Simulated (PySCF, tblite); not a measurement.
# C₄H₄BFO₂S: geometry, infrared bands and NMR shifts

Aim: predict the infrared bands and NMR shifts of C₄H₄BFO₂S (`OB(O)c1ccc(F)s1`).

Programs: tblite 0.8.0 and PySCF 2.14.0, with density-fitted response routines of our own. Each step states its level of theory. These are calculated values for one molecule in the gas phase, unless marked as measured. Atoms count from 0, in the outputs and in this text.

**1. Starting geometry**

13 atoms, charge 0, multiplicity 1; geometry from: force field or distance geometry start.

Bonds of the start (Å): O0–B1 1.47, B1–O2 1.48, B1–C3 1.57, C3–C4 1.35, C4–C5 1.33, C5–C6 1.37, C6–F7 1.36, C6–S8 1.76, S8–C3 1.80, O0–H9 1.00, O2–H10 1.01, C4–H11 1.12, C5–H12 1.11.

**2. Geometry optimisation with GFN2-xTB**

Job settings and geometry (Å):

```
{"job": {"kind": "relax", "xc": "GFN2-xTB", "basis": "xTB"}, "charge": 0, "multiplicity": 1}
O     -2.415000     1.090500     0.732400
B     -1.747600    -0.155000     0.326300
O     -2.458400    -1.366500     0.787800
C     -0.183300    -0.155800     0.220800
C      0.561700     0.464400    -0.722100
C      1.888400     0.346200    -0.656100
C      2.403600    -0.391100     0.372200
F      3.721900    -0.627700     0.628500
S      1.013900    -0.966400     1.295600
H     -2.524000     1.665700    -0.073800
H     -2.894800    -1.774200    -0.021600
H      0.052200     1.045800    -1.529800
H      2.577000     0.824500    -1.378000
```

Command:

```bash
> OMP_NUM_THREADS=1 python probes_run.py task.json out
```

The driver reads the jobs from task.json and runs them one after another.

The program printed:

```text
step      E/eV     max force
  0    -760.12064    4.985
  1    -760.79381    2.378
  2    -761.06514    1.327
  3    -761.17808    1.350
  4    -761.24806    0.749
  5    -761.31305    0.858
  6    -761.36537    1.188
  7    -761.46824    2.208
  8    -761.57899    1.451
  9    -761.75834    1.164
 10    -761.86961    1.032
 11    -761.93687    1.183
 12    -762.00979    0.776
 13    -762.01239    1.255
 14    -762.06397    0.742
 15    -762.08646    0.485
 16    -762.12497    0.520
 17    -762.13917    0.364
 18    -762.15334    0.244
 19    -762.16229    0.266
 20    -762.16682    0.165
 21    -762.16962    0.213
 22    -762.17163    0.120
 23    -762.17400    0.142
 24    -762.17573    0.130
 25    -762.17760    0.121
 26    -762.17902    0.108
 27    -762.18061    0.096
 28    -762.18281    0.131
 29    -762.18607    0.182
 30    -762.18985    0.191
 31    -762.19314    0.143
 32    -762.19539    0.122
 33    -762.19713    0.109
 34    -762.19917    0.117
 35    -762.20124    0.121
 36    -762.20302    0.142
 37    -762.20478    0.118
 38    -762.20692    0.132
 39    -762.20898    0.132
 40    -762.21065    0.128
 41    -762.21178    0.114
 42    -762.21272    0.080
 43    -762.21367    0.072
 44    -762.21450    0.072
 45    -762.21510    0.078
 46    -762.21563    0.071
 47    -762.21626    0.070
 48    -762.21713    0.079
 49    -762.21824    0.086
 50    -762.21953    0.077
 51    -762.22071    0.075
 52    -762.22159    0.074
 53    -762.22222    0.083
 54    -762.22297    0.097
 55    -762.22411    0.128
 56    -762.22628    0.155
 57    -762.22973    0.183
 58    -762.23295    0.189
 59    -762.23670    0.146
 60    -762.23997    0.143
 61    -762.24252    0.143
 62    -762.24384    0.164
 63    -762.24496    0.109
 64    -762.24579    0.072
 65    -762.24695    0.066
 66    -762.24801    0.083
 67    -762.24940    0.080
 68    -762.25049    0.113
 69    -762.25138    0.089
 70    -762.25225    0.088
 71    -762.25282    0.109
 72    -762.25330    0.075
 73    -762.25369    0.053
 74    -762.25419    0.083
 75    -762.25472    0.116
 76    -762.25540    0.092
 77    -762.25624    0.052
 78    -762.25642    0.047
 79    -762.25695    0.048
 80    -762.25745    0.088
 81    -762.25784    0.073
 82    -762.25826    0.101
 83    -762.25891    0.091
 84    -762.25963    0.043
 85    -762.25999    0.049
 86    -762.26014    0.020
 87    -762.26019    0.016
 88    -762.26022    0.017
 89    -762.26025    0.017
 90    -762.26027    0.016
 91    -762.26029    0.019
 92    -762.26032    0.015
 93    -762.26034    0.012
 94    -762.26036    0.010
 95    -762.26038    0.012
 96    -762.26039    0.009
```

Wall time 0.83 s (1 thread of Intel Xeon at 2.70GHz, shared host); peak memory 0.18 GiB.

Step by step: (not every step is listed)

```
step  energy from step 0 (eV)  largest force (eV/Å)
   0                   0.0000                4.9853
   1                  -0.6732                2.3783
   2                  -0.9445                1.3274
   3                  -1.0574                1.3502
   4                  -1.1274                0.7493
   5                  -1.1924                0.8575
   6                  -1.2447                1.1875
   7                  -1.3476                2.2075
   8                  -1.4583                1.4510
  16                  -2.0043                0.5202
  24                  -2.0551                0.1299
  32                  -2.0747                0.1217
  40                  -2.0900                0.1279
  48                  -2.0965                0.0788
  56                  -2.1056                0.1548
  64                  -2.1252                0.0723
  72                  -2.1327                0.0745
  80                  -2.1368                0.0881
  88                  -2.1396                0.0173
  91                  -2.1397                0.0192
  92                  -2.1397                0.0146
  93                  -2.1397                0.0115
  94                  -2.1397                0.0105
  95                  -2.1397                0.0121
  96                  -2.1398                0.0090
```

Close pairs (by a distance rule), those that changed most:

```
  bond  before (Å)  after (Å)  change (Å)
 B1–O2       1.478      1.347      -0.131
 O0–B1       1.470      1.360      -0.110
 C4–C5       1.334      1.409      +0.075
 C3–S8       1.802      1.739      -0.063
O2–H10       1.006      0.958      -0.048
 O0–H9       0.996      0.955      -0.042
C4–H11       1.118      1.077      -0.041
 C6–S8       1.765      1.725      -0.040
```

The final coordinates are the input of the step that follows.

**3. Vibrational analysis with GFN2-xTB**

Job settings and geometry (Å):

```
{"job": {"kind": "ir", "xc": "GFN2-xTB", "basis": "xTB"}, "charge": 0, "multiplicity": 1}
O     -2.593275     0.565883    -0.241741
B     -1.706518    -0.304461     0.312267
O     -2.174773    -1.328000     1.052549
C     -0.158141    -0.176091     0.130202
C      0.559778     0.762469    -0.562111
C      1.956397     0.581423    -0.520406
C      2.276003    -0.512544     0.218146
F      3.508169    -0.964940     0.457372
S      0.906886    -1.334918     0.868914
H     -2.228485     1.277429    -0.763092
H     -3.128877    -1.356163     1.129975
H      0.100714     1.575965    -1.097392
H      2.677734     1.214433    -1.002411
```

The program printed:

```text
mode    cm-1     km/mol
  1      36.9      0.49
  2      94.8      0.13
  3     107.7      0.98
  4     273.3      2.96
  5     288.3     10.29
  6     316.5      7.73
  7     392.4      0.61
  8     436.9      3.80
  9     473.8     16.56
 10     515.8      0.22
 11     525.8     77.41
 12     584.0      6.18
 13     610.7     23.68
 14     623.8    303.13
 15     720.8      0.74
 16     723.8     16.86
 17     795.8     22.90
 18     833.5      0.19
 19     934.6     92.27
 20     946.3    131.41
 21     979.7    161.75
 22    1067.8     67.15
 23    1155.3     89.38
 24    1181.9     31.50
 25    1248.2    424.36
 26    1289.3    301.45
 27    1339.3     47.45
 28    1474.8    244.71
 29    1569.9     29.47
 30    3111.8     23.75
 31    3148.6      7.83
 32    3621.3     25.19
 33    3665.3     14.62
```

Wall time 0.8 s (1 thread of Intel Xeon at 2.70GHz, shared host); peak memory 0.18 GiB.

Which atoms move in the most intense modes:

```
cm⁻¹  km/mol                               atoms
 624   303.1          H10 62 %, B1 20 %, O2 11 %
 935    92.3           H9 53 %, O2 16 %, C3 13 %
 946   131.4          H10 58 %, O0 17 %, O2 15 %
 980   161.8                    C3 41 %, H9 20 %
1155    89.4          C6 53 %, H12 18 %, F7 12 %
1248   424.4           B1 58 %, O0 12 %, C3 11 %
1289   301.4                    B1 62 %, O2 17 %
1475   244.7  C4 34 %, C3 33 %, C6 17 %, C5 12 %
```

**4. NMR shieldings: PBE0/pcSseg-1**

Same as in step 3 but for these lines:

```diff
@@ -1,2 +1,2 @@
-{"job": {"kind": "ir", "xc": "GFN2-xTB", "basis": "xTB"}, "charge": 0, "multiplicity": 1}
+{"job": {"kind": "nmr", "xc": "PBE0", "basis": "pcSseg-1"}, "charge": 0, "multiplicity": 1}
 O     -2.593275     0.565883    -0.241741
```

Method: GIAO PBE0/pcSseg-1 NMR shielding, non-relativistic, gas phase.

The program printed:

```text
coarse grid: 12792 points
cycle   1  E = -827.3516593559  dE =  1.762e+00  |g| = 9.626e-01  |ddm| = 3.607e+00
cycle   2  E = -827.1599073421  dE =  1.918e-01  |g| = 1.391e+00  |ddm| = 1.546e+00
cycle   3  E = -827.5175990476  dE = -3.577e-01  |g| = 1.334e-01  |ddm| = 1.031e+00
cycle   4  E = -827.5208755029  dE = -3.276e-03  |g| = 8.155e-02  |ddm| = 2.001e-01
cycle   5  E = -827.5224845632  dE = -1.609e-03  |g| = 1.682e-02  |ddm| = 8.094e-02
cycle   6  E = -827.5225469511  dE = -6.239e-05  |g| = 6.081e-03  |ddm| = 2.112e-02
cycle   7  E = -827.5225554502  dE = -8.499e-06  |g| = 1.784e-03  |ddm| = 6.050e-03
final grid: 123296 points
cycle   8  E = -827.6015990033  dE = -3.684e-05  |g| = 9.812e-03  |ddm| = 2.795e-02
cycle   9  E = -827.6015728592  dE =  2.614e-05  |g| = 1.474e-02  |ddm| = 1.977e-02
cycle  10  E = -827.6016195778  dE = -4.672e-05  |g| = 8.888e-04  |ddm| = 1.289e-02
cycle  11  E = -827.6016197301  dE = -1.524e-07  |g| = 4.401e-04  |ddm| = 1.400e-03
cycle  12  E = -827.6016197746  dE = -4.443e-08  |g| = 8.489e-05  |ddm| = 4.150e-04
cycle  13  E = -827.6016197759  dE = -1.329e-09  |g| = 3.649e-05  |ddm| = 9.665e-05
cycle  14  E = -827.6016197762  dE = -3.474e-10  |g| = 7.002e-06  |ddm| = 4.812e-05
converged SCF energy = -827.6016197762

GIAO shielding tensors (ppm)
atom      isotropic    diamagn.    paramagn.     s11        s22        s33       span
  0 O      232.046     387.190    -155.144    125.605    274.651    295.881    170.276
  1 B       77.282     193.518    -116.237     65.264     74.669     91.912     26.649
  2 O      228.278     385.317    -157.039    138.389    267.569    278.875    140.486
  3 C       56.061     263.230    -207.169    -21.214     51.838    137.559    158.772
  4 C       51.515     254.403    -202.888    -40.992     39.945    155.594    196.586
  5 C       73.884     256.202    -182.318     10.540     61.249    149.862    139.322
  6 C        0.446     261.229    -260.783    -69.023     21.825     48.536    117.560
  7 F      293.534     469.854    -176.320    195.202    276.050    409.350    214.148
  8 S      285.672    1056.573    -770.901    167.535    281.711    407.771    240.235
  9 H       27.171      33.000      -5.829     19.463     25.489     36.561     17.098
 10 H       27.566      28.702      -1.135     20.897     23.348     38.454     17.557
 11 H       24.698      33.696      -8.998     21.539     24.753     27.803      6.264
 12 H       25.066      30.235      -5.169     21.881     25.091     28.225      6.344
```

Wall time 49 s (1 thread of Intel Xeon at 2.70GHz, shared host); peak memory 0.81 GiB.

Shifts follow as δ = σ(reference) − σ, with reference shieldings (ppm) from runs at the same level and on the same kind of geometry: ¹H TMS 31.72, ¹³C TMS 186.9, ¹⁹F CFCl3 170.9, ¹⁷O H2O 336.1, ¹¹B BF3·OEt2 100.1, ³³S CS2 504. The references are single molecules in the gas phase, so shifts against H2O, NH3, PH3, H3PO4 or CFCl3 are not on the usual liquid scales and can be off by tens of ppm. Atoms listed in one row are averaged.

```
  atoms                                          environment  σ (ppm)  δ (ppm)  δ scaled to CDCl3
     C6                     aromatic carbon bearing fluorine      0.4    186.5              175.7
     C4                                          aromatic CH     51.5    135.4              130.2
     C3  substituted aromatic carbon next to the ring sulfur     56.1    130.9              121.4
     C5                                          aromatic CH     73.9    113.0              108.4
    H11                           hydrogen on an aromatic CH    24.70     7.02               6.72
    H12                           hydrogen on an aromatic CH    25.07     6.65               6.38
H9, H10                    hydrogen on an oxygen bonded to B    27.37     4.35                  –
 O0, O2                                oxygen bonded to B, H    230.2    105.9                  –
     B1                               boron bonded to C, 2 O     77.3     22.8                  –
     F7                                        aryl fluorine    293.5   -122.6                  –
     S8                                 aromatic ring sulfur      286      218                  –
```

The scaled column applies a straight-line fit of computed shieldings to shifts measured in CDCl3, with any fitted terms for Cl, Br or S neighbours, and one for carbons that bear F (root-mean-square error 0.16 ppm for H, 1.9 ppm for C).

Charges from the same density, by scheme (e):

```
 atoms  Mulliken    IAO  Hirshfeld  ESP fit
O0, O2     -0.41  -0.55      -0.26    -0.69
    B1      0.66   0.49       0.22     0.74
    C3     -0.52  -0.32      -0.12    -0.36
    C4     -0.06  -0.15      -0.07    -0.11
    C5     -0.11  -0.24      -0.10    -0.32
    C6      0.14   0.14       0.06     0.23
    F7     -0.25  -0.24      -0.07    -0.13
    S8      0.28   0.35       0.12     0.07
```

Mayer bond orders: O0–B1 1.21, B1–O2 1.25, B1–C3 0.85, C3–C4 1.57, C4–C5 1.28, C5–C6 1.54, C6–F7 0.96, C6–S8 1.17, S8–C3 1.15.

Ring of atoms C3, C4, C5, C6, S8: NICS(0) -12.5, NICS(1) -10.4, NICS(1)zz -23.0 ppm (means of both faces).

**5. Summary of results**

| quantity | value |
| --- | --- |
| strongest single infrared mode (GFN2-xTB) | 1248 cm⁻¹, 424 km/mol |
| zero-point energy (GFN2-xTB) | 50.2 kcal/mol |
| ¹³C shifts against TMS (PBE0/pcSseg-1) | 186.5, 135.4, 130.9, 113.0 ppm |
| ¹H shifts against TMS (PBE0/pcSseg-1, means over atoms taken as alike) | 7.02, 6.65, 4.35 ppm |
| ¹⁷O shifts against H2O (PBE0/pcSseg-1, means over atoms taken as alike) | 105.9 ppm |
| ¹¹B shifts against BF3·OEt2 (PBE0/pcSseg-1) | 22.8 ppm |
| ¹⁹F shifts against CFCl3 (PBE0/pcSseg-1) | -122.6 ppm |
| ³³S shifts against CS2 (PBE0/pcSseg-1) | 218 ppm |

In words: The optimisation took 96 steps and gained 2.140 eV; among the close pairs (by a distance rule), B1–O2 changed most, from 1.478 to 1.347 Å. All 33 modes are real, so the xTB geometry is a minimum. The strongest single mode, at 1248 cm⁻¹, moves mainly B1. Unscaled tight-binding wavenumbers are off by several per cent, some by more. Its intensities can rank the bands wrongly. At PBE0/pcSseg-1: The largest span, 240 ppm, is at S8, where the paramagnetic term is -771 ppm. NICS(1)zz of -23 ppm above the planar ring from C3 marks a diatropic (aromatic) ring current.
